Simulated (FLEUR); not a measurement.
# GdO (Pm-3m) in FLEUR: single point with LDA+U

Aim: the single point of GdO with LDA+U.

Program: FLEUR MaX-R8.1 (later development tree). These are calculated values, not measurements. Logs are shortened: lines on timing, memory, paths and dates and some standing lists are left out, and cuts for length are marked.

**1. Starting point**

The structure is cubic, space group Pm-3m (No. 221). Conventional cell: a = 2.802 Å, b = 2.802 Å, c = 2.802 Å, α = 90.00°, β = 90.00°, γ = 90.00°. Gd (site symmetry m-3m) has 8 O at 2.43 Å as nearest neighbours. O (site symmetry m-3m) has 8 Gd at 2.43 Å as nearest neighbours.

The cell comes from a database or a generator and needn't be the stable form of this composition.

**2. Single point, LDA+U**

Contents of inp.xml:

```xml
<?xml version="1.0" encoding="UTF-8" standalone="no"?>
<fleurInput fleurInputVersion="0.39">
   <comment>
      GdO                                                                                                 
   </comment>
   <calculationSetup>
      <cutoffs Kmax="4.31" Gmax="13.4" GmaxXC="13.4" numbands="0"/>
      <scfLoop itmax="100" minDistance="0.0002" maxIterBroyd="50" imix="Anderson" alpha="0.05" precondParam="0.0" spinf="2.0" sdNocoIR="T"/>
      <coreElectrons ctail="T" frcor="F" kcrel="0" coretail_lmax="0"/>
      <xcFunctional name="vwn" relativisticCorrections="F"/>
      <magnetism jspins="1"/>
      <soc l_soc="F" theta="0.0" phi="0.0" spav="F"/>
      <expertModes spex="0" secvar="F"/>
      <geometryOptimization l_f="F" forcealpha="1.0" forcemix="BFGS" epsdisp="0.00001" epsforce="0.00001"/>
      <ldaU l_linMix="F" mixParam="0.05" spinf="1.0"/>
   </calculationSetup>
   <cell>
      <bzIntegration valenceElectrons="24.0" mode="gauss" fermiSmearingEnergy="0.00183747">
         <kPointListSelection listName="default-1"/>
         <!-- k-points included here -->
         <xi:include xmlns:xi="http://www.w3.org/2001/XInclude" href="kpts.xml"> </xi:include>
      </bzIntegration>
      <!-- symmetry operations included here -->
      <xi:include xmlns:xi="http://www.w3.org/2001/XInclude" href="sym.xml"> </xi:include>
      <bulkLattice scale="1.0">
         <bravaisMatrix>
            <row-1>    5.2946606585357543     0.0000000000000000     0.0000000000000000</row-1>
            <row-2>    0.0000000000000000     5.2946606585357543     0.0000000000000000</row-2>
            <row-3>    0.0000000000000000     0.0000000000000000     5.2946606585357543</row-3>
         </bravaisMatrix>
      </bulkLattice>
   </cell>
   <atomSpecies>
      <species name="Gadolinium (Gd)" element="Gd" atomicNumber="64">
         <mtSphere radius="2.45" gridPoints="811" logIncrement="0.016"/>
         <atomicCutoffs lmax="10" lnonsphr="10"/>
         <electronConfig flipSpins="F">
            <coreConfig>(1s1/2) (2s1/2) (2p1/2) (2p3/2) (3s1/2) (3p1/2) (3p3/2) (4s1/2) (3d3/2) (3d5/2) (4p1/2) (4p3/2) (4d3/2) (4d5/2)</coreConfig>
            <valenceConfig>(5s1/2) (5p1/2) (5p3/2) (6s1/2) (4f5/2) (4f7/2) (5d3/2) (5d5/2)</valenceConfig>
            <stateOccupation state="(4f5/2)" spinUp="1.500000" spinDown="1.500000"/>
            <stateOccupation state="(4f7/2)" spinUp="2.000000" spinDown="2.000000"/>
            <stateOccupation state="(5d3/2)" spinUp="0.200000" spinDown="0.200000"/>
            <stateOccupation state="(5d5/2)" spinUp="0.300000" spinDown="0.300000"/>
         </electronConfig>
         <energyParameters s="6" p="5" d="5" f="4"/>
         <ldaU l="3" U="3" J="0.0" l_amf="F"/>
         <lo type="SCLO" l="0" n="5" eDeriv="0"/>
         <lo type="HELO" l="1" n="6" eDeriv="0"/>
         <lo type="HELO" l="1" n="6" eDeriv="1"/>
         <lo type="SCLO" l="2" n="5" eDeriv="2"/>
      </species>
      <species name="Oxygen (O)" element="O" atomicNumber="8">
         <mtSphere radius="1.67" gridPoints="553" logIncrement="0.019"/>
         <atomicCutoffs lmax="8" lnonsphr="8"/>
         <electronConfig flipSpins="F">
            <coreConfig>(1s1/2)</coreConfig>
            <valenceConfig>(2s1/2) (2p1/2) (2p3/2)</valenceConfig>
            <stateOccupation state="(2p1/2)" spinUp="0.666667" spinDown="0.666667"/>
            <stateOccupation state="(2p3/2)" spinUp="1.333333" spinDown="1.333333"/>
         </electronConfig>
         <energyParameters s="2" p="2" d="3" f="4"/>
         <lo type="SCLO" l="0" n="2" eDeriv="2"/>
         <lo type="SCLO" l="1" n="2" eDeriv="2"/>
         <lo type="SCLO" l="2" n="3" eDeriv="2"/>
      </species>
   </atomSpecies>
   <atomGroups>
      <atomGroup species="Gadolinium (Gd)">
         <relPos label="                   1">.0000000000 .0000000000 .0000000000</relPos>
         <force calculate="T" relaxXYZ="TTT"/>
      </atomGroup>
      <atomGroup species="Oxygen (O)">
         <relPos label="                   2">1.000/2.000 1.000/2.000 1.000/2.000</relPos>
         <force calculate="T" relaxXYZ="TTT"/>
      </atomGroup>
   </atomGroups>
   <output dos="F" band="F" slice="F">
      <checks vchk="F" cdinf="F"/>
      <bandDOS minEnergy="-.5*Htr" maxEnergy="0.5*Htr" sigma="0.015" storeEVData="T"/>
      <vacuumDOS vacdos="F" integ="F" star="F" nstars="0" locx1="0.0" locy1="0.0" locx2="0.0" locy2="0.0" nstm="0" tworkf="0.0"/>
      <unfoldingBand unfoldBand="F" supercellX="1" supercellY="1" supercellZ="1"/>
      <plotting iplot="0" polar="F">
         <plot TwoD="T" vec1="  1.0  0.0  0.0" vec2="  0.0  1.0  0.0" vec3="  0.0  0.0  1.0" zero="  0.0  0.0  0.0" file="plot"/>
      </plotting>
      <chargeDensitySlicing numkpt="0" minEigenval="0.0" maxEigenval="0.0" nnne="0" pallst="F"/>
      <specialOutput eonly="F"/>
      <moessbauerParams electricFieldGradient="T" isomerShift="T" coreHyperfine="T" valenceHyperfine="T"/>
      <magneticCircularDichroism mcd="F" energyLo="-10.0" energyUp="0.0"/>
   </output>
  <!-- We include the file relax.xml here to enable relaxations (see documentation) -->
  <xi:include xmlns:xi="http://www.w3.org/2001/XInclude" href="relax.xml"> <xi:fallback/> </xi:include>
</fleurInput>
```

Contents of crystal.txt:

```
GdO
&input cartesian=F /
2.8018137600  0.0000000000  0.0000000000
0.0000000000  2.8018137600  0.0000000000
0.0000000000  0.0000000000  2.8018137600
1.8897261246
1.0 1.0 1.0

2
64 0.0000000000  0.0000000000  0.0000000000
8 0.5000000000  0.5000000000  0.5000000000

&kpt div1=7 div2=7 div3=7 gamma=T /
```

Potentials or basis: all-electron, FLAPW.

Started as:

```bash
inpgen -f crystal.txt -profile fastHighL
# inp.xml edited to the form shown
fleur_MPI
```

Output:

```text
Welcome to FLEUR        (www.flapw.de)
      MaX-Release 8.1          (www.max-centre.eu)

 ========== k-point set info ==========
 Selected k-point list: default-1
 k-point list type: mesh
 7 x 7 x 7
 Number of k points: 20

 ------------Calculation Setup---------------------------
 Number of MPI-tasks      :            1
 Number of PE/node        :            1
 Number of OMP-threads    :            1
 Most efficient MPI parallelization for:
           1           2           4           5          10          20
 Additional eigenvalue parallelization possible
 Number of basis functions:          247
 Approximate size of matrices (H+S) per k-point:         0.001 GB
 --------------------------------------------------------
 no density matrix found ... skipping LDA+U
 Reset of history
 Iteration:     1   Distance:      49.06521359 me/bohr^3
 Iteration:     2   Distance:      76.76317734 me/bohr^3
 Iteration:     3   Distance:      72.14790537 me/bohr^3
 Iteration:     4   Distance:      50.62077685 me/bohr^3
 Iteration:     5   Distance:      86.54204441 me/bohr^3
 Iteration:     6   Distance:      42.83812409 me/bohr^3
 Iteration:     7   Distance:      11.68788280 me/bohr^3
 Iteration:     8   Distance:       2.31688757 me/bohr^3
 Iteration:     9   Distance:       2.91915347 me/bohr^3
 Iteration:    10   Distance:       0.39782924 me/bohr^3
 Iteration:    11   Distance:       0.33047440 me/bohr^3
 Iteration:    12   Distance:       0.12011976 me/bohr^3
 Iteration:    13   Distance:       0.06558781 me/bohr^3
 Iteration:    14   Distance:       0.02419817 me/bohr^3
 Iteration:    15   Distance:       0.02160102 me/bohr^3
 Iteration:    16   Distance:       0.00657540 me/bohr^3
 Iteration:    17   Distance:       0.00530772 me/bohr^3
 Iteration:    18   Distance:       0.00063038 me/bohr^3
 Iteration:    19   Distance:       0.00062773 me/bohr^3
 Iteration:    20   Distance:       0.00016132 me/bohr^3

 ********************************************************************
 Run finished successfully
 Stop message:
   all done
 ********************************************************************
```

Wall time 14 s (1 thread of Arm Neoverse V2, shared host); peak memory 0.06 GiB.

Results:

```yaml
Free_energy: -308782.8914 eV
Valence_electrons_inside_the_program's_atomic_spheres: Gd 15.90; O 5.40 (radii Gd 2.45, O 1.67 bohr)
```

Eigenvalues of the final occupation matrices:
```tsv
site	spin	trace	eigenvalues
atom type 1	1	7.51	0.08 0.59 0.59 0.59 1.89 1.89 1.89
```

Core levels (eV from the Fermi level):
| atom | levels |
| --- | --- |
| 1 Gd | 1s1/2 -49996.3, 2s1/2 -8244.5, 2p1/2 -7830.8, 2p3/2 -7135.7, 3s1/2 -1819.8, 3p1/2 -1640.3, 3p3/2 -1497.7, 4s1/2 -358.7, 3d3/2 -1186.6, 3d5/2 -1155.5, 4p1/2 -288.8, 4p3/2 -256.9, 4d3/2 -141.7, 4d5/2 -135.9 |
| 2 O | 1s1/2 -503.4 |

Caveat: with Gaussian smearing the program prints no entropy term, so the energy of a metal isn't a free energy; the run has no spin polarisation, though such a crystal can be magnetic.
